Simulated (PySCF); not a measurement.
# [Lu(HCN)]3+: structure and properties

Aim: find the relaxed shape of [Lu(HCN)]3+, test it by its vibrations, and read charges and levels. It is a constructed species; whether it can be made isn't addressed.

The runs use PySCF 2.14.0; PBE0, Lu def2-SVP with ECP28, N def2-SVP, C def2-SVP, H def2-SVP; scalar-relativistic core potentials, no spin–orbit coupling.

1 further run of the same task is left out (for a known fault of the program).

## 1. The system as given

4 atoms, charge 3, spin multiplicity 1.

Bond lengths: Lu1–N2 2.445 Å, N2–C3 1.160 Å, C3–H4 1.070 Å. Angles: Lu1–N2–C3 180.0°, N2–C3–H4 180.0°.

Coordinates:

```
Lu    0.0000    0.0000    0.0000
N     0.0000    0.0000    2.4450
C     0.0000    0.0000    3.6050
H     0.0000    0.0000    4.6750
```

Formal oxidation states: Lu +3.

## 2. SCF at the start, singlet

File run.py (the lines that set the calculation):

```python
mol = gto.M(atom='''
Lu     0.00000     0.00000     0.00000
N      0.00000     0.00000     2.44500
C      0.00000     0.00000     3.60500
H      0.00000     0.00000     4.67500''',
    basis={'Lu': 'def2-SVP', 'N': 'def2-SVP', 'C': 'def2-SVP', 'H': 'def2-SVP'},
    ecp={'Lu': 'def2-SVP'},
    charge=3, spin=0)
mf = dft.RKS(mol, xc='PBE0')
mf.grids.atom_grid = (50, 194)  # f atoms: unpruned, at least (60, 302)
mf = mf.density_fit()  # fitting sets: Lu def2-universal-JKFIT, N def2-universal-JKFIT, C def2-universal-JKFIT, H def2-universal-JKFIT
mf.conv_tol = 1e-08; mf.max_cycle = 55
mf.kernel(dm0)  # dm0: free metal ions and neutral atoms
```

Started as:

```
$ OMP_NUM_THREADS=2 python run.py
```

The log of the run:

```text
init E= -1319.54450262918
  HOMO = -1.14165158006103  LUMO = -1.13876885597829  gap/eV = 0.07844
cycle= 1 E= -1309.3012635496  delta_E= 10.2  |g|= 9.99  |ddm|= 4.58
  HOMO = -3.05408663506045  LUMO = -2.10013332757371  gap/eV = 25.95839
cycle= 2 E= -1254.94949477682  delta_E= 54.4  |g|= 25.4  |ddm|= 10.6
  HOMO = -1.19511882738909  LUMO = -1.01010386379028  gap/eV = 5.03451
cycle= 3 E= -1289.19007987553  delta_E= -34.2  |g|= 13.1  |ddm|= 6.41
  HOMO = -1.24057067175008  LUMO = -1.06740625837474  gap/eV = 4.71204
cycle= 4 E= -1326.37330862844  delta_E= -37.2  |g|=  5.6  |ddm|= 5.09
  HOMO = -1.10210990508844  LUMO = -0.966666057627197  gap/eV = 3.68561
cycle= 5 E= -1294.11410809512  delta_E= 32.3  |g|= 9.72  |ddm|= 4.87
  HOMO = -0.847621437036322  LUMO = -0.83250521749084  gap/eV = 0.41133
cycle= 6 E= -1320.58607369755  delta_E= -26.5  |g|=  4.9  |ddm|= 3.37
  HOMO = -0.928829194170159  LUMO = -0.791076896419983  gap/eV = 3.74843
cycle= 7 E= -1327.83176130792  delta_E= -7.25  |g|= 1.65  |ddm|=  2.8
  HOMO = -0.897483389566479  LUMO = -0.853730486693538  gap/eV = 1.19058
cycle= 8 E= -1327.57494089584  delta_E= 0.257  |g|= 1.41  |ddm|= 1.04
  HOMO = -0.902627581275839  LUMO = -0.849317503552623  gap/eV = 1.45064
cycle= 9 E= -1327.65005293138  delta_E= -0.0751  |g|= 1.29  |ddm|= 0.0874
  HOMO = -0.965256278864248  LUMO = -0.755537935644949  gap/eV = 5.70673
cycle= 10 E= -1327.94195284256  delta_E= -0.292  |g|= 0.471  |ddm|= 0.801
  HOMO = -0.957988858541146  LUMO = -0.771013076354855  gap/eV = 5.08787
cycle= 11 E= -1327.96557529074  delta_E= -0.0236  |g|= 0.259  |ddm|= 0.259
  HOMO = -0.961937655683598  LUMO = -0.759585289376864  gap/eV = 5.50629
cycle= 12 E= -1327.9731802664  delta_E= -0.0076  |g|= 0.0103  |ddm|= 0.155
  HOMO = -0.961076307468476  LUMO = -0.759648710569246  gap/eV = 5.48112
cycle= 13 E= -1327.97320321924  delta_E= -2.3e-05  |g|= 0.00444  |ddm|= 0.00943
  HOMO = -0.961309146601695  LUMO = -0.759375332202913  gap/eV = 5.49490
cycle= 14 E= -1327.97320706789  delta_E= -3.85e-06  |g|= 0.000472  |ddm|= 0.00408
  HOMO = -0.961244955290393  LUMO = -0.759371270259217  gap/eV = 5.49326
cycle= 15 E= -1327.97320709587  delta_E= -2.8e-08  |g|= 0.000129  |ddm|= 0.000512
  HOMO = -0.961274256028775  LUMO = -0.759359822400524  gap/eV = 5.49437
cycle= 16 E= -1327.97320710117  delta_E= -5.3e-09  |g|= 3.5e-05  |ddm|= 0.000158
  HOMO = -0.961280877159792  LUMO = -0.759348077712466  gap/eV = 5.49487
Extra cycle  E= -1327.97320710098  delta_E= 1.93e-10  |g|= 6.94e-05  |ddm|= 7.77e-05
converged SCF energy = -1327.97320710098
```

It took 17 s on 2 threads of Arm Neoverse V1, shared host; peak memory 0.47 GiB.

It gives: E = -1327.973207 Eh, HOMO -26.16 eV, LUMO -20.66 eV, Mulliken charge on Lu1 +2.57 e. 

## 3. Relaxation, singlet

Steps are kept in the start's point group, C∞v.

File run.py (the lines that set the calculation):

```python
mol = gto.M(atom='''
Lu     0.00000     0.00000    -0.40707
N      0.00000     0.00000     2.03793
C      0.00000     0.00000     3.19793
H      0.00000     0.00000     4.26793''',
    basis={'Lu': 'def2-SVP', 'N': 'def2-SVP', 'C': 'def2-SVP', 'H': 'def2-SVP'},
    ecp={'Lu': 'def2-SVP'},
    charge=3, spin=0)
mf = dft.RKS(mol, xc='PBE0')
mf.grids.atom_grid = (50, 194)  # f atoms: unpruned, at least (60, 302)
mf = mf.density_fit()  # fitting sets: Lu def2-universal-JKFIT, N def2-universal-JKFIT, C def2-universal-JKFIT, H def2-universal-JKFIT
mf.conv_tol = 1e-08; mf.max_cycle = 55
mf.kernel(dm0)  # dm0: an SCF of this state at this start
# quasi-Newton relaxation in Cartesian coordinates to a largest gradient under 0.00045 Eh/bohr, steps kept in the point group
```

Started as:

```
$ OMP_NUM_THREADS=2 python run.py
```

The driver keeps no SCF log for this step, only its results.

Wall time 51 s (2 threads of Arm Neoverse V1, shared host).

Step by step:

```csv
step,energy from step 1 (eV),largest force component (eV/Å)
1,0.0000,2.7621
2,-0.3595,2.2196
3,-0.4610,2.7197
4,-0.6117,0.8140
5,-0.6276,0.2237
6,-0.6288,0.3828
7,-0.6294,0.0481
8,-0.6294,0.0065
```

Close pairs (by a distance rule), those that changed most:

```csv
bond,before (Å),after (Å),change (Å)
Lu1–N2,2.445,2.106,-0.339
C3–H4,1.070,1.120,+0.050
N2–C3,1.160,1.168,+0.008
```

It ends in C∞v at E = -1327.996338 Eh.

```xyz
4
CHLuN
Lu    0.0000    0.0000   -0.1691
N     0.0000    0.0000    1.9366
C     0.0000    0.0000    3.1046
H     0.0000    0.0000    4.2246
```

## 4. The relaxed geometry turned into its symmetry frame

File run.py (the lines that set the calculation):

```python
mol = gto.M(atom='''
Lu     0.00000     0.00000    -0.36246
N      0.00000     0.00000     1.74319
C      0.00000     0.00000     2.91128
H      0.00000     0.00000     4.03124''',
    basis={'Lu': 'def2-SVP', 'N': 'def2-SVP', 'C': 'def2-SVP', 'H': 'def2-SVP'},
    ecp={'Lu': 'def2-SVP'},
    charge=3, spin=0)
mf = dft.RKS(mol, xc='PBE0')
mf.grids.atom_grid = (50, 194)  # f atoms: unpruned, at least (60, 302)
mf = mf.density_fit()  # fitting sets: Lu def2-universal-JKFIT, N def2-universal-JKFIT, C def2-universal-JKFIT, H def2-universal-JKFIT
mf.conv_tol = 1e-08; mf.max_cycle = 55
mf.kernel(dm0)  # dm0: free metal ions and neutral atoms
```

Started as:

```
$ OMP_NUM_THREADS=2 python run.py
```

The log of the run:

```text
init E= -1319.54849585585
  HOMO = -1.19082430061287  LUMO = -1.18631333865449  gap/eV = 0.12275
cycle= 1 E= -1309.9934318464  delta_E= 9.56  |g|= 10.1  |ddm|= 4.59
  HOMO = -2.92770808885859  LUMO = -2.02332303988976  gap/eV = 24.60957
cycle= 2 E= -1256.73852979586  delta_E= 53.3  |g|= 25.4  |ddm|= 10.6
  HOMO = -1.16634353121007  LUMO = -1.00081332523169  gap/eV = 4.50431
cycle= 3 E= -1292.47267895637  delta_E= -35.7  |g|= 13.2  |ddm|= 6.51
  HOMO = -1.29969108547986  LUMO = -0.929530188856454  gap/eV = 10.07259
cycle= 4 E= -1326.52486149995  delta_E= -34.1  |g|= 5.66  |ddm|= 4.85
  HOMO = -1.12248362372296  LUMO = -1.00401429625218  gap/eV = 3.22371
cycle= 5 E= -1297.29639018419  delta_E= 29.2  |g|= 10.1  |ddm|= 4.68
  HOMO = -0.904307331284282  LUMO = -0.891420512272371  gap/eV = 0.35067
cycle= 6 E= -1320.34768761403  delta_E= -23.1  |g|= 5.13  |ddm|= 3.12
  HOMO = -0.994007864529507  LUMO = -0.784551759539631  gap/eV = 5.69959
cycle= 7 E= -1327.85960167206  delta_E= -7.51  |g|= 1.52  |ddm|= 2.88
  HOMO = -0.983085268042731  LUMO = -0.757667373459032  gap/eV = 6.13393
cycle= 8 E= -1327.89691736362  delta_E= -0.0373  |g|= 0.765  |ddm|= 0.795
  HOMO = -0.986656751651486  LUMO = -0.791647462395636  gap/eV = 5.30647
cycle= 9 E= -1327.94499567297  delta_E= -0.0481  |g|= 0.529  |ddm|= 0.546
  HOMO = -1.00656525310551  LUMO = -0.760396532915911  gap/eV = 6.69859
cycle= 10 E= -1327.98522128074  delta_E= -0.0402  |g|= 0.321  |ddm|= 0.216
  HOMO = -1.02006092201568  LUMO = -0.743151412666273  gap/eV = 7.53509
cycle= 11 E= -1327.99566994124  delta_E= -0.0104  |g|= 0.0691  |ddm|= 0.164
  HOMO = -1.01715801147901  LUMO = -0.742733980403352  gap/eV = 7.46746
cycle= 12 E= -1327.99632421771  delta_E= -0.000654  |g|= 0.00751  |ddm|= 0.0374
  HOMO = -1.01828205184737  LUMO = -0.742649092888997  gap/eV = 7.50035
cycle= 13 E= -1327.99633741522  delta_E= -1.32e-05  |g|= 0.00133  |ddm|= 0.00734
  HOMO = -1.01794218753908  LUMO = -0.742678426589359  gap/eV = 7.49031
cycle= 14 E= -1327.99633782473  delta_E= -4.1e-07  |g|= 0.000152  |ddm|= 0.00109
  HOMO = -1.01794614606545  LUMO = -0.742703382366423  gap/eV = 7.48974
cycle= 15 E= -1327.99633782806  delta_E= -3.34e-09  |g|= 3.31e-05  |ddm|= 0.000127
  HOMO = -1.01793240649299  LUMO = -0.742708658062837  gap/eV = 7.48922
Extra cycle  E= -1327.99633782805  delta_E= 1.21e-11  |g|= 3.55e-05  |ddm|= 6.98e-05
converged SCF energy = -1327.99633782805
```

Wall time 3.3 s (2 threads of Arm Neoverse V1, shared host).

Result: E = -1327.996338 Eh, HOMO -27.70 eV, LUMO -20.21 eV, Mulliken charge on Lu1 +2.55 e. 

## 5. Frequencies and infrared intensities

Changes to run.py (the lines that set the calculation) since step 4:

```diff
@@ -11,3 +11,4 @@
 mf = mf.density_fit()  # fitting sets: Lu def2-universal-JKFIT, N def2-universal-JKFIT, C def2-universal-JKFIT, H def2-universal-JKFIT
-mf.conv_tol = 1e-08; mf.max_cycle = 55
-mf.kernel(dm0)  # dm0: free metal ions and neutral atoms
+mf.conv_tol = 1e-10; mf.max_cycle = 55
+mf.kernel(dm0)  # dm0: the density of the relaxed state
+# Hessian and dipole derivatives by central differences of gradients, 0.02 bohr
```

Started as:

```
$ OMP_NUM_THREADS=2 python run.py
```

No log is kept here; the results follow.

It took 74 s on 2 threads of Arm Neoverse V1, shared host.

Point group C∞v; negative numbers are unstable modes, and those under 60 cm⁻¹ are near the numerical noise:

```csv
cm⁻¹,km/mol,symmetry
277,86.2,π
277,86.2,π
440,27.8,σ+
874,10.8,π
874,10.8,π
2134,850.8,σ+
3125,219.9,σ+
```

## 6. Properties on a finer grid

File run.py (the lines that set the calculation):

```python
mol = gto.M(atom='''
Lu     0.00000     0.00000    -0.16909
N      0.00000     0.00000     1.93656
C      0.00000     0.00000     3.10464
H      0.00000     0.00000     4.22460''',
    basis={'Lu': 'def2-SVP', 'N': 'def2-SVP', 'C': 'def2-SVP', 'H': 'def2-SVP'},
    ecp={'Lu': 'def2-SVP'},
    charge=3, spin=0)
mf = dft.RKS(mol, xc='PBE0')
mf.grids.atom_grid = (75, 302)  # f atoms: unpruned, at least (60, 302)
mf = mf.density_fit()  # fitting sets: Lu def2-universal-JKFIT, N def2-universal-JKFIT, C def2-universal-JKFIT, H def2-universal-JKFIT
mf.conv_tol = 1e-09; mf.max_cycle = 55
mf.kernel(dm0)  # dm0: the density of the relaxed state
```

Started as:

```
$ OMP_NUM_THREADS=2 python run.py
```

The log of the run:

```text
init E= -1327.99633920725
  HOMO = -1.01794278946475  LUMO = -0.742705893066708  gap/eV = 7.48958
cycle= 1 E= -1327.99633920868  delta_E= -1.43e-09  |g|= 2.38e-05  |ddm|= 9.11e-05
  HOMO = -1.01793596369675  LUMO = -0.742705737423188  gap/eV = 7.48940
cycle= 2 E= -1327.99633920844  delta_E= 2.41e-10  |g|= 4.62e-05  |ddm|= 3.46e-05
  HOMO = -1.01793931950587  LUMO = -0.742706329199546  gap/eV = 7.48947
cycle= 3 E= -1327.99633920876  delta_E= -3.24e-10  |g|= 4.24e-06  |ddm|= 2.41e-05
  HOMO = -1.01794026483536  LUMO = -0.742705692042354  gap/eV = 7.48951
Extra cycle  E= -1327.99633920875  delta_E= 1.23e-11  |g|= 8.03e-06  |ddm|= 9.2e-06
converged SCF energy = -1327.99633920875
```

Wall time 26 s (2 threads of Arm Neoverse V1, shared host).

It gives: E = -1327.996339 Eh, HOMO -27.70 eV, LUMO -20.21 eV, Mulliken charge on Lu1 +2.55 e, largest force component 0.006 eV/Å. 

Löwdin charges:

```csv
atom,value (e)
Lu1,2.28
N2,-0.04
C3,0.56
H4,0.19
```

Mulliken charges: Lu1 +2.55, N2 -0.31, C3 +0.42, H4 +0.33 e.

Contacts (the nearest donor of each ligand) and Mayer bond orders:

```csv
contact,distance (Å),bond order
Lu1–N2 (HCN),2.106,0.68
```

Mulliken populations of Lu1 outside the core potential: s 4.08, p 12.03, d 10.32, f 14.02.

The fields below are evaluated on a grid from the run's orbitals.

Frontier orbitals at PBE0, with the share of their density that lies nearest to each atom:

```csv
orbital,energy (eV),lies on
HOMO-1,-27.70,N2 67 %; C3 29 %
HOMO,-27.70,N2 67 %; C3 29 %
LUMO,-20.21,Lu1 94 %; N2 6 %
```

ELF in a plane through or near 4 of the atoms.

Ten even steps from ' ' (0.00) to '@' (1.00):
```
                                                        
                                                        
                                                        
                    ..::::::....                        
                    ..------::....                      
            ......  ::++++==------::----::              
          ::--==--  ::**##******++++##%%##::            
        ..==++++++::--######%%##++##@@@@@@**            
      ..--++==++++--==%%++++%%**--##@@@@@@@@::          
      ..--**--**++--==%%--..##==::**@@@@@@@@==          
      ..--**--++++--==%%++::##==--**@@@@@@@@==          
      ..--**==--==--==%%****%%**--##@@@@@@@@::          
        ..==++++++::--######%%##++##@@@@@@##            
          ::--==--  ::**##******++++##%%##..            
            ....    ::++++==------::::::..              
                    ..------::....                      
                    ..::::::....                        
                                                        
                                                        
                                                        
```
The map spans 10.1 Å across and 5.2 Å up, centred on the molecule. Atoms in the plane (x, y in Å): Lu1 (-2.4, 0.0), N2 (-0.3, 0.0), C3 (0.8, 0.0), H4 (2.0, 0.0).

log10 of the density (e/Å³) in the same plane.

Values, 10 rows by 14 columns:
```
-4.0 -4.0 -4.0 -4.0 -4.0 -3.8 -3.7 -3.8 -4.0 -4.0 -4.0 -4.0 -4.0 -4.0
-4.0 -4.0 -4.0 -3.5 -3.2 -2.6 -2.4 -2.5 -2.8 -3.2 -3.8 -4.0 -4.0 -4.0
-4.0 -3.8 -2.8 -1.9 -1.9 -1.8 -1.5 -1.6 -1.8 -2.2 -2.9 -4.0 -4.0 -4.0
-4.0 -3.1 -1.5 -0.3 -0.3 -0.9 -0.5 -0.5 -0.7 -1.0 -1.7 -3.1 -4.0 -4.0
-3.9 -2.6 -0.7  0.9  1.4 -0.2  0.5  0.3  0.3 -0.1 -0.9 -2.5 -4.0 -4.0
-3.8 -2.5 -0.5  1.3  1.9 -0.1  1.1  0.5  1.1  0.2 -0.6 -2.4 -4.0 -4.0
-4.0 -2.8 -1.1  0.3  0.4 -0.5  0.0 -0.1 -0.2 -0.5 -1.3 -2.7 -4.0 -4.0
-4.0 -3.4 -2.2 -1.2 -1.1 -1.4 -1.1 -1.1 -1.3 -1.7 -2.4 -3.6 -4.0 -4.0
-4.0 -4.0 -3.2 -2.4 -2.3 -2.0 -1.8 -1.9 -2.1 -2.6 -3.2 -4.0 -4.0 -4.0
-4.0 -4.0 -4.0 -4.0 -3.7 -3.1 -2.9 -3.0 -3.3 -3.7 -4.0 -4.0 -4.0 -4.0
```
The map spans 10.1 Å across and 5.2 Å up, centred on the molecule. Atoms in the plane (x, y in Å): Lu1 (-2.4, 0.0), N2 (-0.3, 0.0), C3 (0.8, 0.0), H4 (2.0, 0.0).

On the surface of density 0.002 e/bohr³ the electrostatic potential runs, from the 1st to the 99th percentile, from 13.62 to 26.04 V.

## 7. Results

```
                                              quantity                            value
                                 state and point group                     singlet, C∞v
                                                 modes  277 to 3125 cm⁻¹, none unstable
strongest infrared band (modes within 1.5 cm⁻¹ summed)           2134 cm⁻¹ (851 km/mol)
                                     zero-point energy                         0.496 eV
                               ideal gas, 298 K, 1 bar   S = 265.3, Cp = 53.8 J/(mol K)
                                 metal–ligand contacts                           2.11 Å
                                       frontier levels   HOMO -27.70 eV, LUMO -20.21 eV
                       dipole about the centre of mass                           5.77 D
                                   mean polarisability                           3.3 Å³
```

All modes are real, so the structure is a minimum. The metal carries +2.28 e by Löwdin's partition against a formal +3, and bond orders to the nearest donors reach 0.68. Both measures hang on the basis. One start shape was tried, so another isomer may lie lower. These are double-zeta-type bases without diffuse functions. Spin–orbit coupling is left out.
